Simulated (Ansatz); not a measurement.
**COPd: geometry and frequencies at several levels**

An exercise on one series of results from a longer session: the logs are not shown, and one member is left open.

Program: Ansatz 0.2.0. Level of theory: the levels named in each step. These are calculated values, not measurements.

## The structure to begin with

Bond lengths: O1–C2 1.139 Å, C2–Pd3 1.870 Å. Angles: O1–C2–Pd3 180.0°.

Coordinates:

```xyz
3

O     0.0000    0.0000   -1.3823
C     0.0000    0.0000   -0.2437
Pd    0.0000    0.0000    1.6260
```

Set-up of the first run:

Input file input.yaml:

```yaml
crystal:
  periodic: [false, false, false]
  atoms:
    - { symbol: O, position_ang: [0.0, 0.0, -1.38170507] }
    - { symbol: C, position_ang: [0.0, 0.0, -0.22106637] }
    - { symbol: Pd, position_ang: [0.0, 0.0, 1.60277144] }
basis:
  gaussian: { orbitals: def2-TZVPP }
hamiltonian:
  xc: pbe0
  dispersion: d4
relax:
  f_tol: 0.002
  max_steps: 150
```

On the command line:

```sh
$ ansatz run input.yaml --threads 2 --pin off --max-ram 5120MiB --backend cpu --events-out ev --progress --plain --runs-dir out
```

Steps of the session up to this table: Relaxation, PBE0-D4/def2-TZVPP; Frequencies, PBE0-D4/def2-TZVPP; Relaxation, PBE-D4/def2-TZVPP; Frequencies, PBE-D4/def2-TZVPP; Relaxation, r2SCAN-D4/def2-TZVPP; Frequencies, r2SCAN-D4/def2-TZVPP; Relaxation, B3LYP-D4/def2-TZVPP; Frequencies, B3LYP-D4/def2-TZVPP; Relaxation, B2PLYP/def2-TZVPP; Frequencies, B2PLYP/def2-TZVPP.

One table of the session follows, with a row left open; its other results are not shown here.

It belongs to the step «Geometries side by side». 

```
               level  O1–C2 (Å)  C2–Pd3 (Å)  rotational constants (MHz)  dipole (D)  highest frequency (cm⁻¹)
  PBE0-D4/def2-TZVPP     1.1388      1.8297                      3482.8        2.70                      2148
   PBE-D4/def2-TZVPP     1.1562      1.8152                      3488.1        2.79                      2035
r2SCAN-D4/def2-TZVPP          ?           ?                           ?           ?                         ?
 B3LYP-D4/def2-TZVPP     1.1406      1.8476                      3432.6        2.61                      2116
   B2PLYP/def2-TZVPP     1.1470      1.8315                      3462.4        2.83                      2062
```

Q: Estimate the row for r2SCAN-D4/def2-TZVPP from the others.

The run gave: O1–C2 (Å): 1.1474; C2–Pd3 (Å): 1.8041; rotational constants (MHz): 3534.6; dipole (D): 2.92; highest frequency (cm⁻¹): 2092. In the column «O1–C2 (Å)» it lies between B2PLYP/def2-TZVPP (1.1470) and PBE-D4/def2-TZVPP (1.1562).
